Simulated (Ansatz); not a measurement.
# GaNH3 (quartet): wave-function methods side by side, cc-pVDZ

Aim: climb from Hartree-Fock through coupled cluster and multireference methods for GaNH3 (quartet) at one geometry and basis, and see what each rung misses.

Method: cc-pVDZ, core rule «outside noble gas», up to 15 orbitals frozen; program: Ansatz 0.2.0, Gaussian basis.

Plan: UHF; CCSD(T) on ROHF; CCSD(T) on UHF; BCCD(T) on ROHF; CISD; CCSDT(Q) on ROHF; CCSDT(Q) on UHF; CASSCF and MRCISD+Q, 11 electrons in 11 orbitals; CASSCF and NEVPT2, 11 electrons in 11 orbitals.

23 further runs of the same task are left out: 2 for a known fault of the program, 8 that didn't finish, 13 set aside as unsound or not needed.

**1. What is computed**

The geometry is a PBE0/def2-TZVP stationary point (not a proven minimum) of the parent state, kept for this charge and spin. No spin-orbit coupling is included. The filled d shell of Ga may be among the frozen orbitals whatever the setting's name suggests; the logs give the count.

5 atoms, charge 0, spin multiplicity 4.

Atoms are counted from 1 here; the program's logs count them from 0.

Bond lengths: N1–Ga2 1.826 Å, N1–H3 1.008 Å, N1–H4 1.006 Å, Ga2–H5 1.594 Å. Angles: Ga2–N1–H3 123.9°, Ga2–N1–H4 124.2°, H3–N1–H4 111.9°, N1–Ga2–H5 116.9°.

**2. UHF**

in.yaml

```yaml
crystal:
  periodic: [false, false, false]
  atoms:
    - {symbol: N, position_ang: [0.000000, -0.077978, 1.481722]}
    - {symbol: Ga, position_ang: [0.000000, 0.038326, -0.340129]}
    - {symbol: H, position_ang: [0.000000, -0.949104, 1.989085]}
    - {symbol: H, position_ang: [0.000000, 0.715757, 2.099370]}
    - {symbol: H, position_ang: [0.000000, -1.334192, -1.151029]}
basis:
  gaussian: {orbitals: cc-pVDZ}
magnetization: {spin_polarized: true, initial_magnetization: 3}
hamiltonian: {xc: hf}
output: {orbitals: {seedname: orbitals}}
```

Launch:

```sh
ansatz run in.yaml --threads 1 --pin off --events-out ev --progress --plain --max-ram 2393MiB
```

The runs that follow: CCSD(T) on ROHF; CCSD(T) on UHF; BCCD(T) on ROHF; CISD; CCSDT(Q) on ROHF; CCSDT(Q) on UHF; CASSCF and MRCISD+Q, 11 electrons in 11 orbitals; CASSCF and NEVPT2, 11 electrons in 11 orbitals.

Before running them: what should the planned runs give, taken together? Wanted: UCCSDT(Q) below the RHF energy; RMP2 from UCCSDT(Q); UMP2 from UCCSDT(Q); RCCSD from UCCSDT(Q); RCCSD(T) from UCCSDT(Q); UCCSD(T) from UCCSDT(Q); RCCSDT(Q) from UCCSDT(Q); NEVPT2 valence from UCCSDT(Q); MRCISD+Q valence from UCCSDT(Q).

**Answer**, as computed:

| quantity | value |
| --- | --- |
| UCCSDT(Q) below the RHF energy | -6.0946 eV |
| RMP2 from UCCSDT(Q) | +976.8 meV |
| UMP2 from UCCSDT(Q) | +967.0 meV |
| RCCSD from UCCSDT(Q) | +152.4 meV |
| RCCSD(T) from UCCSDT(Q) | +40.0 meV |
| UCCSD(T) from UCCSDT(Q) | +26.9 meV |
| RCCSDT(Q) from UCCSDT(Q) | +13.4 meV |
| NEVPT2 valence from UCCSDT(Q) | +908.4 meV |
| MRCISD+Q valence from UCCSDT(Q) | +24.7 meV |
| levels within 1 kcal/mol (43 meV) | RCCSD(T), UCCSD(T), BCCD(T), RCCSDT, UCCSDT, RCCSDT(Q), MRCISD+Q valence |
| T1 diagnostic | 0.017 |
| effectively unpaired electrons | 3.02 |

What this shows: RCCSD(T) misses by +40.0 meV, 0.7 % of the correlation energy. One determinant dominates. Of the multireference levels listed MRCISD+Q valence comes nearest in total energy (+24.7 meV), which doesn't show that its space is the better one. These misses are within one basis, not against nature; the frozen cores of restricted and unrestricted runs differ, which can shift their rows.
